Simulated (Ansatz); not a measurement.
Write a Python script for the Ansatz DFT code, driven from Python that makes a single point from an input written key by key of C2H5FGeS, SMILES F[CH]1[CH2][GeH]1[SH]. Use: PBE0, def2-SVP basis, multiplicity 1.

```
atom    x (Å)    y (Å)    z (Å)
   F  -1.1554  -0.8283   1.3015
   C  -1.1307  -0.2095   0.0343
   C  -0.4086   1.0459   0.0002
  Ge   0.7171  -0.4297  -0.8124
   S   2.2953  -0.9764   0.5638
   H  -2.0087  -0.2516  -0.6381
   H  -0.7264   1.7912  -0.7136
   H   0.0584   1.3886   0.9921
   H   1.0134   0.0976  -2.1796
   H   1.4288  -1.6790   1.4549
```

The script, `c2h5fges_deck.py`:
```python
"""Run C2H5FGeS from an input written out key by key."""

import ansatz as az
import numpy as np

DECK = """
crystal:
  periodic: [false, false, false]
  atoms:
    - { symbol: F, position_ang: [-1.1554, -0.8283, 1.3015] }
    - { symbol: C, position_ang: [-1.1307, -0.2095, 0.0343] }
    - { symbol: C, position_ang: [-0.4086, 1.0459, 0.0002] }
    - { symbol: Ge, position_ang: [0.7171, -0.4297, -0.8124] }
    - { symbol: S, position_ang: [2.2953, -0.9764, 0.5638] }
    - { symbol: H, position_ang: [-2.0087, -0.2516, -0.6381] }
    - { symbol: H, position_ang: [-0.7264, 1.7912, -0.7136] }
    - { symbol: H, position_ang: [0.0584, 1.3886, 0.9921] }
    - { symbol: H, position_ang: [1.0134, 0.0976, -2.1796] }
    - { symbol: H, position_ang: [1.4288, -1.679, 1.4549] }
basis:
  gaussian: { orbitals: def2-SVP }
hamiltonian:
  xc: pbe0
output:
  forces: true
"""

session = az.Session.from_yaml(DECK)
report = session.plan(threads=1).execute().report

print("reference energy %16.6f eV" % report["reference_energy_ev"])
print("total energy     %16.6f eV" % report["free_energy_ev"])
print("occupied orbitals outside the frozen core (up, down):", report["n_occupied"], " frozen:", report["n_frozen"], " virtual:", report["n_virtual"])
symbols = ["F", "C", "C", "Ge", "S", "H", "H", "H", "H", "H"]

forces = np.array(report["forces_ev_ang"])
print("largest force", round(float(np.linalg.norm(forces, axis=1).max()), 4), "eV/A, rms", round(float(np.sqrt((forces ** 2).mean())), 4))
charges = report["charge_distribution"]
print("dipole moment", round(4.803205 * float(np.linalg.norm(charges["dipole_moment_e_ang"])), 3), "D")
print("Mulliken:", [(s, round(q, 3)) for s, q in zip(symbols, charges["mulliken_charges_e"])])
```

Running `python c2h5fges_deck.py` prints:
```text
reference energy    -72194.194571 eV
total energy        -72194.194571 eV
occupied orbitals outside the frozen core (up, down): [37, 37]  frozen: 0  virtual: [80, 80]
largest force 2.6749 eV/A, rms 0.9742
dipole moment 1.689 D
Mulliken: [('F', -0.256), ('C', 0.111), ('C', -0.259), ('Ge', 0.228), ('S', -0.228), ('H', 0.089), ('H', 0.081), ('H', 0.113), ('H', -0.009), ('H', 0.13)]
```

Notes:
- Total energies depend on the basis set; only differences at equal settings carry meaning.
- The geometry is a force-field or estimated start, not a minimum of this method, and the basis set is short of its limit.
- Finished in 5.7 s on 1 thread of Arm Neoverse V2, on a shared host, peak memory 0.33 GiB.
